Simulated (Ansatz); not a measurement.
# KPbO3: the cost of one run

Program: Ansatz 0.2.0 through its Python package. Level of theory: DFT PBEsol, plane waves, PAW. These are calculated values, not measurements.

### Step 1. The structure

The structure is cubic, space group Pm-3m (No. 221). Conventional cell: a = 4.361 Å, b = 4.361 Å, c = 4.361 Å, α = 90.00°, β = 90.00°, γ = 90.00°. K (site symmetry m-3m) has 12 O at 3.08 Å as nearest neighbours. Pb (site symmetry m-3m) is surrounded by 6 O at 2.18 Å. Around O (site symmetry 4/mmm) lie 2 Pb at 2.18 Å and 4 K at 3.08 Å.

The script holds or builds the structure itself.

### Step 2. Script

ecut_kpbo3.py

```python
# -*- coding: utf-8 -*-
import csv

import ansatz as az


def main():
    kpbo3 = (
        az.Lattice.of([4.360784, 0.0, 0.0], [0.0, 4.360784, 0.0], [0.0, 0.0, 4.360784])
        .atom("K", [0.0, 0.0, 0.0])
        .atom("Pb", [0.5, 0.5, 0.5])
        .atom("O", [0.5, 0.5, 0.0])
        .atom("O", [0.5, 0.0, 0.5])
        .atom("O", [0.0, 0.5, 0.5])
    )

    calc = (
        kpbo3.calculation()
        .functional("PBEsol")
        .kpoints(6, 6, 6)
        .occupations(az.OccupationsMethod.FERMI_DIRAC, width=0.15)
        .stress()
    )

    rows = []
    for value in [300, 375, 450, 525]:
        report = calc.basis(value).run(threads=1).report
        rows.append((value, report["free_energy_ev"] / len(report["lattice"]["sites"]), report["n_iterations"], sum(report["stress_gpa"][i][i] for i in range(3)) / 3, report["n_pw"]))

    with open("ecut.csv", "w", newline="") as handle:
        writer = csv.writer(handle)
        writer.writerow(["cutoff (eV)", "F/atom (eV)", "iterations", "P (GPa)", "plane waves"])
        writer.writerows([round(v, 5) if isinstance(v, float) else v for v in row] for row in rows)

    for row in rows[:-1]:
        shift = 1000 * (row[1] - rows[-1][1])
        print(f"{row[0]}: {shift:+.2f} meV/atom" + ("  (within 2 meV)" if abs(shift) < 2 else ""))


if __name__ == "__main__":
    main()
```

### Step 3. The calls as engine input

The package turns the script's settings into the engine's input (first run):

```yaml
crystal:
  lattice:
    - [4.360784, 0.0, 0.0]
    - [0.0, 4.360784, 0.0]
    - [0.0, 0.0, 4.360784]
  atoms:
    - { symbol: K, position: [0.0, 0.0, 0.0] }
    - { symbol: Pb, position: [0.5, 0.5, 0.5] }
    - { symbol: O, position: [0.5, 0.5, 0.0] }
    - { symbol: O, position: [0.5, 0.0, 0.5] }
    - { symbol: O, position: [0.0, 0.5, 0.5] }
basis:
  ecutwfc: 300.0
kpoints:
  mp_grid:
    grid: [6, 6, 6]
hamiltonian:
  xc: pbesol
scf:
  occupations:
    method: fermi_dirac
    width: 0.15
output:
  stress: true
```

### Step 4. The run

On the command line:

```console
$ python ecut_kpbo3.py
```

What time and memory should one allow on 1 thread of Intel Xeon 6975P-C (Granite Rapids), shared host?

About 6.6 s, with a peak of 0.46 GiB.
